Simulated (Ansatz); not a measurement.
# CH2AlFO: the cost of one run

Method: UKS BLYP/6-31G*, in Ansatz 0.2.0.

### Step 1. The starting structure

Bond lengths: F1–Al2 1.838 Å, Al2–C3 1.919 Å, Al2–O4 1.846 Å, C3–O4 1.312 Å, C3–H5 1.136 Å, C3–H6 1.121 Å. Angles: F1–Al2–C3 140.5°, F1–Al2–O4 155.3°, C3–Al2–O4 40.7°, Al2–C3–O4 66.6°, Al2–C3–H5 117.2°, Al2–C3–H6 119.4°, O4–C3–H5 110.2°, O4–C3–H6 115.1°, H5–C3–H6 117.3°, Al2–O4–C3 72.6°.

As a file:

```xyz
6

F    -0.3196   -2.5722    0.9964
Al   -0.2255   -1.1205   -0.1274
C     0.2423    0.7407   -0.1079
O    -0.8003    0.4738   -0.8590
H     1.1188    1.0622   -0.7544
H     0.0264    1.3519    0.8061
```

### Step 2. End point A

input.yaml

```yaml
crystal:
  periodic: [false, false, false]
  atoms:
    - { symbol: F, position_ang: [-0.3196, -2.5722, 0.9964] }
    - { symbol: Al, position_ang: [-0.2255, -1.1205, -0.1274] }
    - { symbol: C, position_ang: [0.2423, 0.7407, -0.1079] }
    - { symbol: O, position_ang: [-0.8003, 0.4738, -0.859] }
    - { symbol: H, position_ang: [1.1188, 1.0622, -0.7544] }
    - { symbol: H, position_ang: [0.0264, 1.3519, 0.8061] }
magnetization:
  spin_polarized: true
basis:
  gaussian: { orbitals: "6-31G*" }
hamiltonian:
  xc: blyp
relax:
  f_tol: 0.02
  max_steps: 50
```

Started as:

```sh
> ansatz run input.yaml --threads 2 --pin off --max-ram 3072MiB --backend cpu --events-out ev --progress --plain --runs-dir out
```

Q: Estimate wall time and peak memory on 2 threads of Intel Xeon at 2.60GHz (Ice Lake), shared host.

About 18 s, with a peak of 0.2 GiB.
